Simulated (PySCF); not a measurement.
**SnHMe2(OtBu): geometry, NMR shifts and electronic excitations**

What NMR shifts and electronic excitations should SnHMe2(OtBu) (`[H][Sn]([CH3])([CH3])[O]C(C)(C)C`) show?

Programs: PySCF 2.14.0, with density-fitted response routines of our own. Each step states its level of theory. These are calculated values for one molecule in the gas phase, unless marked as measured. Atoms count from 0, in the outputs and in this text.

### Step 1. Starting geometry

24 atoms, charge 0, multiplicity 1; geometry from: GFN2-xTB. The atoms were then displaced at random by about 0.03 Å, so the start is not that level's minimum.

Bonds of the start (Å): Sn0–H1 1.72, Sn0–C2 2.08, Sn0–C6 2.24, Sn0–O10 1.98, C2–H3 1.17, C2–H4 1.10, C2–H5 1.05, C6–H7 1.09, C6–H8 1.09, C6–H9 1.13, O10–C11 1.37, C11–C12 1.58, C11–C13 1.56, C11–C14 1.51, C12–H15 1.08, C12–H16 1.14, C12–H17 1.02, C13–H18 1.05, C13–H19 1.08, C13–H20 1.12, C14–H21 1.07, C14–H22 1.14, C14–H23 1.04.

### Step 2. Geometry optimisation at PBE0-D3(BJ)/def2-SVP

The job: settings as JSON, then the geometry in Å.

```
{"job": {"xc": "PBE0", "basis": "def2-SVP", "d3": "d3bj", "grid": 1, "maxiter": 40, "shake": 0.03, "kind": "geom"}, "charge": 0, "multiplicity": 1}
Sn     0.851970     1.479480     0.025640
H      0.893070     1.734340     1.721250
C      2.665870     1.195400    -0.950690
H      3.386160     0.449440    -0.401350
H      3.294200     2.099260    -0.979350
H      2.535960     0.878580    -1.947530
C     -0.383080     3.091360    -0.931530
H     -0.561750     2.801830    -1.968140
H      0.114900     4.057890    -0.880180
H     -1.363810     3.212850    -0.382010
O     -0.294280    -0.071930    -0.435120
C     -0.657700    -1.169370     0.309190
C     -1.813330    -0.734170     1.291160
C     -1.338870    -2.140290    -0.699500
C      0.493850    -1.870550     0.992830
H     -2.104390    -1.592140     1.874980
H     -1.284110    -0.036990     2.028190
H     -2.581880    -0.250980     0.834600
H     -2.114520    -1.685230    -1.235030
H     -1.733390    -3.016370    -0.201690
H     -0.586680    -2.432800    -1.480280
H      0.958880    -1.211580     1.692170
H      1.291340    -2.056930     0.195920
H      0.173920    -2.731610     1.486430
```

Command:

```console
$ OMP_NUM_THREADS=1 python probes_run.py task.json out
```

This one command runs all jobs of the session in turn.

The log of the run:

```text
step   0  E = -527.18204667  max force = 0.105843
step   1  E = -527.21208333  max force = 0.015225
step   2  E = -527.21402877  max force = 0.004653
step   3  E = -527.21448698  max force = 0.002853
step   4  E = -527.21457046  max force = 0.001372
step   5  E = -527.21461654  max force = 0.000797
step   6  E = -527.21464047  max force = 0.000968
step   7  E = -527.21466055  max force = 0.000880
step   8  E = -527.21467363  max force = 0.000452
step   9  E = -527.21467958  max force = 0.000203
optimisation converged
```

Wall time 5.1 min (1 thread of Arm Neoverse V1, shared host); peak memory 0.98 GiB.

Relaxation path:

| step | energy from step 0 (eV) | largest force component (eV/Å) |
| --- | --- | --- |
| 0 | 0.0000 | 5.4427 |
| 1 | -0.8173 | 0.7829 |
| 2 | -0.8703 | 0.2393 |
| 3 | -0.8827 | 0.1467 |
| 4 | -0.8850 | 0.0706 |
| 5 | -0.8863 | 0.0410 |
| 6 | -0.8869 | 0.0498 |
| 7 | -0.8875 | 0.0453 |
| 8 | -0.8878 | 0.0232 |
| 9 | -0.8880 | 0.0104 |

Close pairs (by a distance rule), those that changed most:

| bond | before (Å) | after (Å) | change (Å) |
| --- | --- | --- | --- |
| Sn0–C6 | 2.245 | 2.139 | -0.106 |
| C12–H17 | 1.016 | 1.100 | +0.084 |
| C2–H3 | 1.173 | 1.099 | -0.075 |
| Sn0–C2 | 2.079 | 2.147 | +0.067 |
| C14–H23 | 1.043 | 1.101 | +0.058 |
| C13–H18 | 1.047 | 1.100 | +0.053 |
| C11–C12 | 1.578 | 1.529 | -0.048 |
| C2–H5 | 1.054 | 1.099 | +0.045 |

The final coordinates are the input of the step that follows.

| at the end point | value |
| --- | --- |
| point group (found at 0.08 Å tolerance) | C1 |
| rotational constants (GHz, main isotopes) | 2.150, 0.754, 0.674 |
| dipole moment (D) | 1.50 |

### Step 3. Shielding tensors: PBE0/def2-TZVP+pcSseg-1

The job: settings as JSON, then the geometry in Å.

```
{"job": {"kind": "nmr", "xc": "PBE0", "basis": {"default": "pcSseg-1", "Sn": "def2-TZVP"}}, "charge": 0, "multiplicity": 1}
Sn     0.659355     1.546835     0.005756
H      0.620359     1.776074     1.714994
C      2.635610     1.077814    -0.688710
H      3.083384     0.292511    -0.064250
H      3.275765     1.971484    -0.655502
H      2.575984     0.718112    -1.725804
C     -0.234039     3.167212    -1.066896
H     -0.328397     2.887540    -2.125483
H      0.383824     4.073031    -0.987237
H     -1.234267     3.375705    -0.663346
O     -0.530961     0.021119    -0.501906
C     -0.750899    -1.150876     0.250462
C     -1.644920    -0.837502     1.451175
C     -1.458247    -2.121236    -0.692569
C      0.572550    -1.755744     0.722784
H     -1.891662    -1.744096     2.025488
H     -1.146026    -0.131561     2.134308
H     -2.581973    -0.375303     1.105853
H     -2.390426    -1.667010    -1.059690
H     -1.699485    -3.072038    -0.192755
H     -0.817909    -2.330047    -1.562372
H      1.093621    -1.070654     1.413817
H      1.232092    -1.947207    -0.137661
H      0.418994    -2.704675     1.259505
```

With the program's defaults for keys left out, this is: GIAO PBE0/pcSseg-1 Sn:def2-TZVP NMR shielding, scalar relativity only through core potentials, gas phase.

The log of the run:

```text
coarse grid: 83840 points
cycle   1  E = -525.6519066957  dE = -3.491e+01  |g| = 2.891e+00  |ddm| = 3.141e+01
cycle   2  E = -519.6800623415  dE =  5.972e+00  |g| = 6.316e+00  |ddm| = 1.662e+01
cycle   3  E = -527.2623486254  dE = -7.582e+00  |g| = 8.432e-01  |ddm| = 1.491e+01
cycle   4  E = -527.2035878308  dE =  5.876e-02  |g| = 1.004e+00  |ddm| = 1.668e+00
cycle   5  E = -527.3979225692  dE = -1.943e-01  |g| = 1.038e-01  |ddm| = 1.002e+00
cycle   6  E = -527.4003346505  dE = -2.412e-03  |g| = 3.791e-02  |ddm| = 1.383e-01
cycle   7  E = -527.4006592447  dE = -3.246e-04  |g| = 8.307e-03  |ddm| = 3.299e-02
cycle   8  E = -527.4006755641  dE = -1.632e-05  |g| = 2.594e-03  |ddm| = 1.059e-02
cycle   9  E = -527.4006771117  dE = -1.548e-06  |g| = 7.850e-04  |ddm| = 2.856e-03
final grid: 178456 points
cycle  10  E = -527.4005483918  dE = -1.599e-07  |g| = 1.001e-03  |ddm| = 3.843e-03
cycle  11  E = -527.4005482031  dE =  1.887e-07  |g| = 1.322e-03  |ddm| = 1.994e-03
cycle  12  E = -527.4005486415  dE = -4.383e-07  |g| = 9.608e-05  |ddm| = 1.158e-03
cycle  13  E = -527.4005486433  dE = -1.868e-09  |g| = 2.895e-05  |ddm| = 9.553e-05
cycle  14  E = -527.4005486435  dE = -1.269e-10  |g| = 1.112e-05  |ddm| = 2.898e-05
converged SCF energy = -527.4005486435

GIAO shielding tensors (ppm)
atom      isotropic    diamagn.    paramagn.     s11        s22        s33       span
  0 Sn         nan         nan         nan        nan        nan        nan        nan
  1 H       25.473      30.821      -5.348     17.687     20.778     37.954     20.267
  2 C      186.202     252.893     -66.692    175.632    188.229    194.743     19.112
  3 H       30.802      31.961      -1.159     25.007     29.229     38.169     13.163
  4 H       31.174      27.589       3.585     25.263     27.787     40.473     15.210
  5 H       30.813      31.655      -0.842     25.968     28.098     38.374     12.406
  6 C      190.401     252.624     -62.222    180.556    194.963    195.684     15.128
  7 H       30.818      31.272      -0.454     25.251     28.473     38.730     13.478
  8 H       31.337      27.257       4.080     25.448     27.953     40.611     15.162
  9 H       30.847      30.825       0.023     24.783     28.303     39.457     14.674
 10 O      236.026     404.891    -168.865    215.892    231.732    260.455     44.563
 11 C      114.362     237.724    -123.362     93.482     94.178    155.427     61.945
 12 C      152.167     250.308     -98.141    132.465    140.637    183.400     50.935
 13 C      150.056     248.010     -97.954    131.217    134.708    184.244     53.027
 14 C      148.476     253.464    -104.988    130.065    135.493    179.871     49.806
 15 H       30.257      31.252      -0.995     26.375     27.501     36.896     10.521
 16 H       29.897      32.941      -3.044     25.486     30.793     33.413      7.928
 17 H       30.087      31.928      -1.840     27.055     27.849     35.358      8.302
 18 H       29.879      30.987      -1.108     26.580     27.792     35.265      8.686
 19 H       30.327      30.539      -0.212     26.471     27.547     36.963     10.492
 20 H       29.985      31.291      -1.306     26.448     28.398     35.110      8.662
 21 H       30.218      34.609      -4.390     26.460     31.355     32.840      6.380
 22 H       30.021      34.065      -4.044     26.251     29.711     34.101      7.850
 23 H       30.013      32.134      -2.121     25.962     27.491     36.585     10.623
```

It took 84 s on 1 thread of Arm Neoverse V1, shared host; peak memory 1.3 GiB.

Shifts follow as δ = σ(reference) − σ, with reference shieldings (ppm) from runs at the same level and on the same kind of geometry: 1H TMS 31.27, 13C TMS 184.4, 17O H2O 334.6. The references are single molecules in the gas phase, so shifts against H2O, NH3, PH3, H3PO4 or CFCl3 are not on the usual liquid scales and can be off by tens of ppm. Atoms listed in one row are averaged.

| atoms | environment | σ (ppm) | δ (ppm) |
| --- | --- | --- | --- |
| C11 | carbon bonded to 3 C, O | 114.4 | 70.0 |
| C12, C13, C14 | carbon bonded to C, 3 H | 150.2 | 34.2 |
| C2, C6 | carbon bonded to Sn, 3 H | 188.3 | -3.9 |
| H1 | hydrogen on a Sn bonded to 2 C, O | 25.47 | 5.79 |
| H15, H16, H17, H18, H19 and 4 more | hydrogen on a carbon bonded to C | 30.08 | 1.19 |
| H3, H4, H5, H7, H8, H9 | hydrogen on a carbon bonded to Sn | 30.97 | 0.30 |
| O10 | oxygen bonded to C, Sn | 236.0 | 98.5 |

Atoms past Kr carry core potentials, so their printed shieldings have no meaning and are left out of the table.

Charges from the same density, by scheme (e):

| atoms | Mulliken | ESP fit |
| --- | --- | --- |
| Sn0 | 0.65 | 1.02 |
| C2, C6 | -0.52 | -0.79 |
| O10 | -0.66 | -0.67 |
| C11 | -0.19 | 0.88 |
| C12, C13, C14 | -0.20 | -0.63 |

Mayer bond orders: Sn0–C2 1.02, Sn0–C6 1.04, Sn0–O10 0.83, O10–C11 0.91, C11–C12 1.00, C11–C13 1.02, C11–C14 1.01.

With diffuse functions Mulliken charges and Mayer bond orders lose their meaning; the other schemes are steadier.

The fields below are evaluated on a grid from the run's orbitals.

Frontier orbitals at PBE0/def2-TZVP+pcSseg-1, with the share of their density that lies nearest to each atom:

| orbital | energy (eV) | lies on |
| --- | --- | --- |
| HOMO | -7.04 | O10 59 %; C2, C11, C12 about 6 % each |
| LUMO | 0.48 | Sn0 23 %; H1 20 %; O10 17 % |

ELF in a plane through or near 7 of the atoms.

Values, 10 rows by 14 columns:
```
0.00 0.00 0.00 0.00 0.00 0.00 0.00 0.00 0.00 0.00 0.00 0.00 0.00 0.00
0.00 0.00 0.00 0.01 0.13 0.01 0.00 0.00 0.00 0.00 0.00 0.00 0.00 0.00
0.00 0.00 0.02 0.19 0.99 0.93 0.00 0.00 0.64 0.78 0.01 0.00 0.00 0.00
0.00 0.02 0.98 0.92 0.71 0.35 0.03 0.03 0.75 0.93 0.05 0.00 0.00 0.00
0.00 0.01 0.87 0.72 0.66 0.33 0.20 0.44 0.63 0.57 0.16 0.01 0.00 0.00
0.00 0.00 0.00 0.03 0.22 0.76 0.18 0.14 0.74 0.29 0.01 0.00 0.00 0.00
0.00 0.00 0.11 0.90 0.74 0.81 0.10 0.31 0.24 0.93 0.84 0.00 0.00 0.00
0.00 0.00 0.24 0.99 0.63 1.00 0.51 0.12 0.50 0.55 0.72 0.00 0.00 0.00
0.00 0.00 0.00 0.03 0.10 0.82 0.15 0.00 0.01 0.00 0.00 0.00 0.00 0.00
0.00 0.00 0.00 0.00 0.00 0.00 0.00 0.00 0.00 0.00 0.00 0.00 0.00 0.00
```
The map spans 13.0 Å across and 10.5 Å up, centred on the molecule. Atoms in the plane (x, y in Å): Sn0 (-1.6, 0.1), H3 (-1.7, -2.6), H4 (-3.3, -2.0), H8 (-3.9, 1.6), H9 (-2.5, 2.7), C14 (1.4, -1.3), H23 (2.4, -1.6).

On the surface of density 0.002 e/bohr³ the electrostatic potential runs, from the 1st to the 99th percentile, from -1.62 V near O10 to 1.19 V near H4.

### Step 4. Ultraviolet spectrum: CAM-B3LYP/def2-SVPD

Same as in step 3 but for these lines:

```diff
@@ -1,2 +1,2 @@
-{"job": {"kind": "nmr", "xc": "PBE0", "basis": {"default": "pcSseg-1", "Sn": "def2-TZVP"}}, "charge": 0, "multiplicity": 1}
+{"job": {"kind": "uv", "xc": "CAM-B3LYP", "basis": "def2-SVPD", "ip": false, "nstates": 10}, "charge": 0, "multiplicity": 1}
 Sn     0.659355     1.546835     0.005756
```

Method: TDDFT CAM-B3LYP/def2-SVPD, vertical, gas phase, core orbitals frozen in the response.

The log of the run:

```text
coarse grid: 83840 points
cycle   1  E = -525.0423291670  dE = -2.104e+01  |g| = 3.114e+00  |ddm| = 3.592e+01
cycle   2  E = -480.6903802503  dE =  4.435e+01  |g| = 1.325e+01  |ddm| = 7.054e+02
cycle   3  E = -527.2346752741  dE = -4.654e+01  |g| = 8.462e-01  |ddm| = 7.239e+02
cycle   4  E = -527.3163540845  dE = -8.168e-02  |g| = 6.555e-01  |ddm| = 3.644e+00
cycle   5  E = -527.3927600044  dE = -7.641e-02  |g| = 1.078e-01  |ddm| = 1.230e+00
cycle   6  E = -527.3948014153  dE = -2.041e-03  |g| = 5.339e-02  |ddm| = 3.198e-01
cycle   7  E = -527.3954486807  dE = -6.473e-04  |g| = 9.024e-03  |ddm| = 1.193e-01
cycle   8  E = -527.3954744452  dE = -2.576e-05  |g| = 2.215e-03  |ddm| = 3.430e-02
cycle   9  E = -527.3954762418  dE = -1.797e-06  |g| = 8.671e-04  |ddm| = 1.012e-02
final grid: 178456 points
cycle  10  E = -527.3953548157  dE = -2.916e-07  |g| = 8.797e-04  |ddm| = 2.399e-02
cycle  11  E = -527.3953547850  dE =  3.068e-08  |g| = 1.028e-03  |ddm| = 5.336e-03
cycle  12  E = -527.3953550074  dE = -2.224e-07  |g| = 1.384e-04  |ddm| = 1.980e-03
cycle  13  E = -527.3953550115  dE = -4.132e-09  |g| = 3.578e-05  |ddm| = 3.473e-04
cycle  14  E = -527.3953550121  dE = -5.232e-10  |g| = 1.096e-05  |ddm| = 2.207e-04
converged SCF energy = -527.3953550121

Static polarisability (au): isotropic 117.951, principal 106.388 118.653 128.812

Singlet excitations
state   eV       nm        f      main configurations
  1   6.3450    195.4   0.01653   H->L+1 0.73
  2   6.9113    179.4   0.07446   H->L 0.78
  3   7.0920    174.8   0.13997   H-1->L+1 0.71
  4   7.1692    172.9   0.01932   H->L+2 0.82
  5   7.3055    169.7   0.05740   H->L+3 0.73
  6   7.4892    165.6   0.02836   H-1->L 0.57, H-2->L 0.12
  7   7.6553    162.0   0.02621   H-1->L+2 0.71, H-2->L 0.09
  8   7.7754    159.5   0.02588   H-1->L+3 0.81
  9   7.8237    158.5   0.01929   H-2->L+1 0.41, H-1->L+2 0.14, H->L+4 0.09
 10   7.8904    157.1   0.01987   H-2->L 0.44, H->L+4 0.16, H-1->L 0.09

Triplet excitations (Tamm-Dancoff, eV): 5.8840 6.3349 6.5514 6.8241
```

Wall time 3.6 min (1 thread of Arm Neoverse V1, shared host); peak memory 1.8 GiB.

The orbitals next to the gap, with their largest atomic shares:

| orbital | eV | atoms |
| --- | --- | --- |
| HOMO−3 | -9.98 | Sn0 25 %, C2 21 %, H1 20 % |
| HOMO−2 | -9.69 | C6 32 %, Sn0 19 %, C2 10 % |
| HOMO−1 | -8.96 | O10 48 %, C11 10 %, C13 10 % |
| HOMO | -8.49 | O10 53 %, C2 9 %, C11 8 % |
| LUMO | 0.81 | Sn0 45 %, C2 9 %, C6 8 % |
| LUMO+1 | 1.26 | Sn0 22 %, O10 12 %, H1 11 % |
| LUMO+2 | 1.33 | Sn0 20 %, H1 18 %, C6 12 % |

With each of the 10 states as a Gaussian band of 0.4 eV half-width at 1/e, the curve within the window shown has maxima at 173 nm (ε 11,000) L/(mol cm). Beyond the last state computed it falls off for lack of states. The curve at chosen wavelengths:

(nm, ε (L/mol/cm)): (151, 1405), (154, 2743), (156, 3744), (159, 5178), (161, 6080), (164, 7515), (166, 8588), (169, 10196), (171, 11008), (174, 11374), (177, 10493), (179, 9325), (182, 7143), (184, 5678), (187, 3805), (189, 2857), (192, 1870), (195, 1272), (197, 1008), (200, 724), (202, 579), (205, 401), (207, 305), (210, 193), (212, 137), (215, 78)

Leading natural transition orbitals of singlet state 3: the hole lies on O10 54 %; H1 11 %; C11, C13 about 6 % each; the particle on Sn0 22 %; O10 18 %; H1 17 %.

Leading natural transition orbitals of singlet state 1: the hole lies on O10 65 %; C2 7 %; the particle on Sn0 26 %; H1 20 %; O10 19 %.

Ground-state properties from the same run:

| property | computed |
| --- | --- |
| dipole moment (D) | 1.48 |
| polarisability (Å³) | 17.48 |
| HOMO–LUMO gap (eV) | 9.30 |
| −ε(HOMO) (eV) | 8.49 |

### Step 5. Shielding tensors: KT2/def2-TZVP+pcSseg-1

Same as in step 4 but for these lines:

```diff
@@ -1,2 +1,2 @@
-{"job": {"kind": "uv", "xc": "CAM-B3LYP", "basis": "def2-SVPD", "ip": false, "nstates": 10}, "charge": 0, "multiplicity": 1}
+{"job": {"kind": "nmr", "xc": "KT2", "basis": {"default": "pcSseg-1", "Sn": "def2-TZVP"}, "pop": false}, "charge": 0, "multiplicity": 1}
 Sn     0.659355     1.546835     0.005756
```

With the program's defaults for keys left out, this is: GIAO KT2/pcSseg-1 Sn:def2-TZVP NMR shielding, scalar relativity only through core potentials, gas phase.

The log of the run:

```text
coarse grid: 83840 points
cycle   1  E = -531.8032156960  dE = -3.415e+01  |g| = 3.307e+00  |ddm| = 3.067e+01
cycle   2  E = -464.8512566490  dE =  6.695e+01  |g| = 1.119e+01  |ddm| = 5.191e+01
cycle   3  E = -533.9896028717  dE = -6.914e+01  |g| = 9.308e-01  |ddm| = 5.130e+01
cycle   4  E = -533.9753680496  dE =  1.423e-02  |g| = 1.066e+00  |ddm| = 2.143e+00
cycle   5  E = -534.2453331398  dE = -2.700e-01  |g| = 2.355e-01  |ddm| = 1.024e+00
cycle   6  E = -534.2511644453  dE = -5.831e-03  |g| = 1.711e-01  |ddm| = 3.517e-01
cycle   7  E = -534.2568478204  dE = -5.683e-03  |g| = 3.516e-02  |ddm| = 1.858e-01
cycle   8  E = -534.2571074237  dE = -2.596e-04  |g| = 1.513e-02  |ddm| = 5.325e-02
cycle   9  E = -534.2571632732  dE = -5.585e-05  |g| = 3.703e-03  |ddm| = 1.712e-02
cycle  10  E = -534.2571663699  dE = -3.097e-06  |g| = 1.313e-03  |ddm| = 5.291e-03
final grid: 178456 points
cycle  11  E = -534.2569438602  dE =  6.766e-07  |g| = 2.348e-03  |ddm| = 6.081e-03
cycle  12  E = -534.2569399242  dE =  3.936e-06  |g| = 4.405e-03  |ddm| = 7.048e-03
cycle  13  E = -534.2569453826  dE = -5.458e-06  |g| = 3.352e-04  |ddm| = 4.658e-03
cycle  14  E = -534.2569454065  dE = -2.392e-08  |g| = 1.079e-04  |ddm| = 3.792e-04
cycle  15  E = -534.2569454087  dE = -2.254e-09  |g| = 1.771e-05  |ddm| = 1.164e-04
cycle  16  E = -534.2569454088  dE = -6.185e-11  |g| = 5.617e-06  |ddm| = 2.401e-05
converged SCF energy = -534.2569454088

GIAO shielding tensors (ppm)
atom      isotropic    diamagn.    paramagn.     s11        s22        s33       span
  0 Sn         nan         nan         nan        nan        nan        nan        nan
  1 H       25.057      31.018      -5.961     17.429     20.468     37.274     19.845
  2 C      182.859     255.089     -72.230    171.123    184.053    193.400     22.278
  3 H       30.672      32.675      -2.002     25.158     29.148     37.711     12.553
  4 H       30.984      27.326       3.658     25.256     27.731     39.966     14.711
  5 H       30.695      32.250      -1.555     26.177     28.063     37.846     11.669
  6 C      187.770     254.801     -67.031    176.900    191.915    194.495     17.595
  7 H       30.698      31.846      -1.148     25.396     28.434     38.263     12.866
  8 H       31.179      27.036       4.144     25.503     27.935     40.100     14.597
  9 H       30.719      31.336      -0.617     24.866     28.247     39.045     14.179
 10 O      208.639     405.378    -196.739    188.027    204.472    233.419     45.392
 11 C      110.048     240.472    -130.424     88.834     90.069    151.241     62.407
 12 C      151.079     251.118    -100.039    131.224    138.949    183.064     51.839
 13 C      149.668     249.181     -99.513    131.032    133.701    184.271     53.239
 14 C      146.602     254.016    -107.414    127.084    133.320    179.403     52.319
 15 H       30.014      31.127      -1.112     26.244     27.386     36.413     10.169
 16 H       29.741      33.314      -3.572     25.588     30.587     33.049      7.460
 17 H       29.999      32.092      -2.093     27.053     28.002     34.943      7.890
 18 H       29.813      31.235      -1.422     26.786     27.736     34.917      8.131
 19 H       30.099      30.434      -0.335     26.351     27.437     36.507     10.156
 20 H       29.913      31.672      -1.759     26.640     28.337     34.761      8.121
 21 H       30.027      34.886      -4.859     26.535     31.101     32.445      5.910
 22 H       29.886      34.348      -4.463     26.220     29.779     33.658      7.437
 23 H       29.751      31.996      -2.244     25.826     27.336     36.092     10.266
```

Wall time 94 s (1 thread of Arm Neoverse V1, shared host); peak memory 1.3 GiB.

Key values: δ C11 73.2, C12 34.1, C2 -2.1, O10 122.0, H1 6.12, H15 1.26 ppm (means over like atoms).

### Step 6. Run by run: NMR shifts

Shifts (ppm), means over like atoms, with basis size and wall time:

| run | C11 | C12 | C2 | H1 | H15 | H3 | O10 | functions | time |
| --- | --- | --- | --- | --- | --- | --- | --- | --- | --- |
| PBE0/def2-TZVP+pcSseg-1 | 70.0 | 34.2 | -3.9 | 5.79 | 1.19 | 0.30 | 98.5 | 249 | 84 s |
| KT2/def2-TZVP+pcSseg-1 | 73.2 | 34.1 | -2.1 | 6.12 | 1.26 | 0.35 | 122.0 | 249 | 94 s |

### Step 7. Outcome

| quantity | value |
| --- | --- |
| point group | C1 |
| rotational constants (main isotopes) | 2.15, 0.75, 0.67 GHz |
| 13C shifts against TMS (PBE0/def2-TZVP+pcSseg-1, means over atoms taken as alike) | 70.0, 34.2, -3.9 ppm |
| 1H shifts against TMS (PBE0/def2-TZVP+pcSseg-1, means over atoms taken as alike) | 5.79, 1.19, 0.30 ppm |
| 17O shifts against H2O (PBE0/def2-TZVP+pcSseg-1) | 98.5 ppm |
| surface potential, 1st and 99th percentile | -1.62 V and 1.19 V |
| lowest singlet (CAM-B3LYP/def2-SVPD) | 6.34 eV (195 nm), f = 0.017 |
| brightest single state of those computed | state 3, 7.09 eV, f = 0.140 |
| lowest triplet | 5.88 eV |
| range of the shift of O10 | 98.5 to 122.0 ppm |

In words: The start was shaken at random, so part of the energy gained undoes that. The optimisation took 9 steps and gained 0.888 eV; among the close pairs (by a distance rule), Sn0–C6 changed most, from 2.245 to 2.139 Å. At PBE0/def2-TZVP+pcSseg-1: Shielding is most anisotropic at C11 (span 62 ppm, paramagnetic term -123 ppm). The lowest singlet, at 6.34 eV, is HOMO→LUMO+1 0.73 and is weak; of the 10 states computed, the strongest absorption comes from state 3 at 7.09 eV. The lowest triplet lies 0.46 eV below the lowest singlet (triplets in Tamm-Dancoff, singlets in full TDDFT). Spin-orbit coupling, left out, mixes singlets and triplets in elements this heavy. In ppm, O10 moves most: its shift spreads over 23.5 ppm, from 98.5 (PBE0/def2-TZVP+pcSseg-1) to 122.0 (KT2/def2-TZVP+pcSseg-1). Spin-orbit coupling is left out, which matters for shieldings and couplings at and beside the heavy atoms.
